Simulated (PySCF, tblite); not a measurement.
**C₇H₁₁NSi: geometry, infrared bands and NMR shifts**

Aim: predict the infrared bands and NMR shifts of C₇H₁₁NSi (`C#CCC(CC#C)N[SiH3]`).

Computed with tblite 0.8.0 and PySCF 2.14.0, with density-fitted response routines of our own, on a single molecule in the gas phase. Atoms count from 0, in the outputs and in this text.

## Step 1: The starting structure

20 atoms, charge 0, multiplicity 1; geometry from: force field or distance geometry start.

Bonds of the start (Å): C0–C1 1.21, C1–C2 1.47, C2–C3 1.54, C3–C4 1.57, C4–C5 1.48, C5–C6 1.20, C3–N7 1.48, N7–Si8 1.70, C0–H9 1.07, C2–H10 1.11, C2–H11 1.09, C3–H12 1.09, C4–H13 1.09, C4–H14 1.09, C6–H15 1.07, N7–H16 1.01, Si8–H17 1.48, Si8–H18 1.47, Si8–H19 1.48.

## Step 2: Relaxing the molecule with GFN2-xTB

Job settings and geometry (Å):

```
{"job": {"kind": "relax", "xc": "GFN2-xTB", "basis": "xTB"}, "charge": 0, "multiplicity": 1}
C      0.485100     2.926300     1.336400
C      0.072100     2.249300     0.425100
C     -0.409600     1.409100    -0.675400
C     -0.090700    -0.089800    -0.536100
C     -0.723100    -0.717300     0.753900
C     -2.200100    -0.672500     0.717200
C     -3.394700    -0.637200     0.700500
N      1.380900    -0.283900    -0.579200
Si     2.214900    -1.728200    -0.920700
H      0.823900     3.540400     2.139900
H     -1.505000     1.548300    -0.778800
H      0.011700     1.778000    -1.615700
H     -0.536300    -0.589200    -1.396000
H     -0.347100    -0.215300     1.645600
H     -0.427100    -1.758600     0.837500
H     -4.463600    -0.611200     0.706000
H      1.808300     0.181100     0.214800
H      1.661000    -2.301800    -2.171000
H      3.643900    -1.386400    -1.037200
H      1.990300    -2.630400     0.230300
```

Run with:

```bash
OMP_NUM_THREADS=1 python probes_run.py task.json out
```

One launch serves the whole session: the jobs run in the order shown.

**Question.** This job is followed by: GFN2-xTB harmonic vibrations, gas phase; GIAO PBE0/pcSseg-1 NMR shielding, non-relativistic, gas phase. What will the session give for the following? strongest single infrared mode (GFN2-xTB); zero-point energy (GFN2-xTB); 13C shifts against TMS (PBE0/pcSseg-1, means over atoms taken as alike); 1H shifts against TMS (PBE0/pcSseg-1, means over atoms taken as alike); 15N shifts against NH3 (PBE0/pcSseg-1); 29Si shifts against TMS (PBE0/pcSseg-1); surface potential, 1st and 99th percentile.

The runs gave:

| quantity | value |
| --- | --- |
| strongest single infrared mode (GFN2-xTB) | 2156 cm⁻¹, 380 km/mol |
| zero-point energy (GFN2-xTB) | 94.3 kcal/mol |
| 13C shifts against TMS (PBE0/pcSseg-1, means over atoms taken as alike) | 86.6, 77.4, 57.1, 27.2 ppm |
| 1H shifts against TMS (PBE0/pcSseg-1, means over atoms taken as alike) | 4.66, 2.91, 2.89, 2.67, 1.43, 0.76 ppm |
| 15N shifts against NH3 (PBE0/pcSseg-1) | 35.3 ppm |
| 29Si shifts against TMS (PBE0/pcSseg-1) | -59.2 ppm |
| surface potential, 1st and 99th percentile | -0.85 V and 1.41 V |

**Reading.** Relaxing lowered the energy by 0.231 eV in 55 steps; the close pair that moved most is C3–N7, from 1.485 to 1.440 Å. All 54 modes are real, so the xTB geometry is a minimum. The strongest single mode, at 2156 cm⁻¹, moves mainly H19. GFN2-xTB is a fitted tight-binding method: band positions and strengths are rough. Its intensities can rank the bands wrongly. At PBE0/pcSseg-1: The largest span, 291 ppm, is at C1, C5, where the paramagnetic term is -164 ppm.
